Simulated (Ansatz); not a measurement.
# Sn3GeO4: the cost of one run

Method: DFT PBE, scalar-relativistic, plane waves, PAW, in Ansatz 0.2.0.

### 1 Starting point

Symmetry: Cm, No. 8, monoclinic system. Conventional cell: a = 7.933 Å, b = 7.426 Å, c = 6.436 Å, α = 90.00°, β = 127.38°, γ = 90.00°. Sn (site symmetry m) is surrounded by 2 O at 2.10 to 2.18 Å. Sn (site symmetry 1) is surrounded by 4 O at 2.13 to 2.35 Å. Around Ge (site symmetry m) lie 3 O at 1.94 to 2.01 Å. Around O (site symmetry 1) lie 1 Ge at 1.94 Å and 3 Sn at 2.28 to 2.46 Å. O (site symmetry m) is surrounded by 3 Sn at 2.10 to 2.13 Å. Around O (site symmetry m) lie 1 Ge at 2.01 Å and 3 Sn at 2.18 to 2.30 Å.

Structure file:

```xyz
8
Lattice="3.9665 -3.7131 -0.0062 3.9665 3.7131 -0.0062 -3.8994 0.0000 5.1201" Properties=species:S:1:pos:R:3 pbc="T T T"
Sn    3.9792    0.0000    1.3191
Sn    2.0145    1.8292    3.7157
Sn    2.0145   -1.8292    3.7157
Ge   -0.2784    0.0000    1.4780
O     0.0681   -1.5792    2.5547
O     0.0681    1.5792    2.5547
O     2.4002    0.0000    2.6964
O     5.8725    0.0000    2.3975
```

It is the end of an earlier relaxation with the same method, from a generated guess; it is a trial structure. At a tolerance of 0.02 Å it has space group Cm (No. 8); it has 18.83 Å³/atom, an uncorrected energy of -1.21 eV/atom over the elements.

### 2 Bands, states and charges

Input file input.yaml:

```yaml
crystal:
  lattice:
    - [3.9664861185, -3.713134491, -0.0062186803]
    - [3.9664861185, 3.713134491, -0.0062186803]
    - [-3.8993547235, 0.0, 5.1201459251]
  atoms:
    - { symbol: Sn, position: [0.628996037, 0.628996037, 0.2591610895] }
    - { symbol: Sn, position: [0.3650685847, 0.8576910764, 0.7271871117] }
    - { symbol: Sn, position: [0.8576910764, 0.3650685847, 0.7271871117] }
    - { symbol: Ge, position: [0.1069302601, 0.1069302601, 0.2889314437] }
    - { symbol: O, position: [0.4667863971, 0.0414904724, 0.4995616529] }
    - { symbol: O, position: [0.0414904724, 0.4667863971, 0.4995616529] }
    - { symbol: O, position: [0.5620813724, 0.5620813724, 0.5279857604] }
    - { symbol: O, position: [0.9715866525, 0.9715866525, 0.4706007859] }
basis:
  ecutwfc: 420
kpoints:
  mp_grid: { grid: [8, 8, 8] }
  band_path:
    path:
      - [[0.0, 0.0, 0.0], [0.0, 0.0, 0.5], [-0.33731819, 0.33731819, 0.5]]
      - [[-0.66268181, -0.33731819, 0.5], [-0.5, -0.5, 0.5], [0.0, 0.0, 0.0], [-0.5, 0.5, 0.0]]
      - [[-0.5, 0.0, 0.5], [0.0, 0.0, 0.0], [-0.5, 0.0, 0.0]]
    npoints: 14
hamiltonian:
  xc: pbe
scf:
  occupations: { method: gaussian, width: 0.02 }
  n_extra_bands: 20
output:
  forces: true
  stress: true
  eigenvalues: true
  populations: true
  dos: { projected: true, de: 0.02, nscf_kmesh: { grid: [12, 12, 12] } }
  bader: true
  write_density: true
  write_potential: true
  elf: true
  volumetric_format: npy
```

Command:

```
ansatz run input.yaml --threads 4 --pin off --max-ram 8192MiB --backend cpu --events-out ev --progress --plain --runs-dir out
```

What time and memory should one allow on 4 threads of Intel Xeon Platinum 8488C (Sapphire Rapids), shared host?

About 2.6 min, with a peak of 2.5 GiB.
